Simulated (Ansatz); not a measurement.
**C3H10FHfNO: ionisation energy by level of theory**

One table from this session's results is given with a row withheld; the runs are named, their logs left out.

The runs use Ansatz 0.2.0, Gaussian basis; unrestricted cation, the program's frozen cores in correlated methods.

Plan: UKS PBE-D4/def2-TZVPP; UKS r2SCAN-D4/def2-TZVPP; UKS PBE0-D4/def2-TZVPP; UKS B3LYP-D4/def2-TZVPP; UKS wB97X-V/def2-TZVPP; UKS wB97M-V/def2-TZVPP; UKS B2PLYP/def2-TZVPP; UHF-MP2/def2-TZVPP; UHF-MP2/def2-QZVPP; then −ε(HOMO) from the neutral's earlier runs with LDA (SPW92), PBE-D4, revPBE-D4, BLYP-D4, r2SCAN-D4, B97M-V, PBE0-D4, B3LYP-D4, r2SCANh-D4, r2SCAN0-D4, HSE06-D4, BHLYP-D4, CAM-B3LYP-D4, LC-ωPBE, ωB97X-V, ωB97M-V.

1 further run of the same task is left out (it didn't finish).

### The relaxed structure

All runs share one geometry, relaxed beforehand with PBE0-D4 in a triple-zeta def2 set. Hf takes the def2 core potential; no spin-orbit term is included.

SMILES `C[N](C)[Hf]([CH3])([OH])[F]`, 17 atoms, charge 0, spin multiplicity 1.

Atoms are counted from 1 here; the program's logs count them from 0.

Bond lengths: C1–N2 1.441 Å, C1–H8 1.092 Å, C1–H9 1.099 Å, C1–H10 1.100 Å, N2–C3 1.445 Å, N2–Hf4 2.021 Å, C3–H11 1.099 Å, C3–H12 1.099 Å, C3–H13 1.096 Å, Hf4–C5 2.231 Å, Hf4–O6 1.925 Å, Hf4–F7 1.925 Å, C5–H14 1.097 Å, C5–H15 1.096 Å, C5–H16 1.095 Å, O6–H17 0.952 Å. Angles: N2–C1–H8 110.7°, N2–C1–H9 111.5°, N2–C1–H10 111.6°, H8–C1–H9 107.8°, H8–C1–H10 107.8°, H9–C1–H10 107.3°, C1–N2–C3 112.7°, C1–N2–Hf4 128.6°, C3–N2–Hf4 118.7°, N2–C3–H11 111.6°, N2–C3–H12 111.7°, N2–C3–H13 111.2°, H11–C3–H12 107.7°, H11–C3–H13 107.3°, H12–C3–H13 107.1°, N2–Hf4–C5 104.0°, N2–Hf4–O6 109.6°, N2–Hf4–F7 110.4° and more.

The first run:

in.yaml reads:

```yaml
crystal:
  periodic: [false, false, false]
  atoms:
    - {symbol: C, position_ang: [0.874566, -1.560425, -1.064954]}
    - {symbol: N, position_ang: [0.655293, -0.217937, -0.588167]}
    - {symbol: C, position_ang: [0.890020, 0.781358, -1.605369]}
    - {symbol: Hf, position_ang: [0.067029, 0.386834, 1.248341]}
    - {symbol: C, position_ang: [-2.089562, 0.893027, 0.984751]}
    - {symbol: O, position_ang: [0.156029, -1.094157, 2.474933]}
    - {symbol: F, position_ang: [0.925267, 2.045823, 1.715236]}
    - {symbol: H, position_ang: [0.697835, -2.287081, -0.268532]}
    - {symbol: H, position_ang: [0.202629, -1.805919, -1.899812]}
    - {symbol: H, position_ang: [1.904981, -1.698848, -1.423402]}
    - {symbol: H, position_ang: [0.213107, 0.654072, -2.461837]}
    - {symbol: H, position_ang: [1.920822, 0.740904, -1.985217]}
    - {symbol: H, position_ang: [0.731185, 1.792122, -1.211956]}
    - {symbol: H, position_ang: [-2.529241, 1.290758, 1.907519]}
    - {symbol: H, position_ang: [-2.231055, 1.650266, 0.204744]}
    - {symbol: H, position_ang: [-2.676794, 0.015007, 0.694672]}
    - {symbol: H, position_ang: [0.287897, -1.585794, 3.279060]}
basis:
  gaussian: {orbitals: def2-TZVPP}
total_charge: 1
magnetization: {spin_polarized: true, initial_magnetization: 1}
hamiltonian: {xc: pbe, dispersion: d4}
```

Command:

```sh
$ ansatz run in.yaml --threads 2 --pin off --events-out ev --progress --plain --max-ram 22528MiB --backend cuda --devices 0, --max-vram 18GiB
```

Among the steps run: Cation, UKS PBE-D4/def2-TZVPP; Cation, UKS r2SCAN-D4/def2-TZVPP; Cation, UKS PBE0-D4/def2-TZVPP; Cation, UKS B3LYP-D4/def2-TZVPP; Cation, UKS wB97X-V/def2-TZVPP; Cation, UKS wB97M-V/def2-TZVPP; Cation, UKS B2PLYP (frozen core)/def2-TZVPP; Cation, UHF-MP2/def2-TZVPP; Cation, UHF-MP2/def2-QZVPP.

One of the session's tables, all rows but one given; the rest of the session is left out.

For comparison, −ε(HOMO) of the neutral from earlier runs:

| functional | −ε(HOMO) (eV) |
| --- | --- |
| LDA (SPW92) | 5.39 |
| PBE-D4 | 5.25 |
| revPBE-D4 | 5.19 |
| BLYP-D4 | 5.14 |
| r2SCAN-D4 | 5.46 |
| B97M-V | ? |
| PBE0-D4 | 6.50 |
| B3LYP-D4 | 6.30 |
| r2SCANh-D4 | 5.93 |
| r2SCAN0-D4 | 6.66 |
| HSE06-D4 | 6.10 |
| BHLYP-D4 | 7.70 |
| CAM-B3LYP-D4 | 7.86 |
| LC-ωPBE | 9.17 |
| ωB97X-V | 8.85 |
| ωB97M-V | 8.78 |

Estimate the missing values for B97M-V.

The run gave: −ε(HOMO) (eV): 5.57. In the column «−ε(HOMO) (eV)» it lies between r2SCAN-D4 (5.46) and r2SCANh-D4 (5.93).
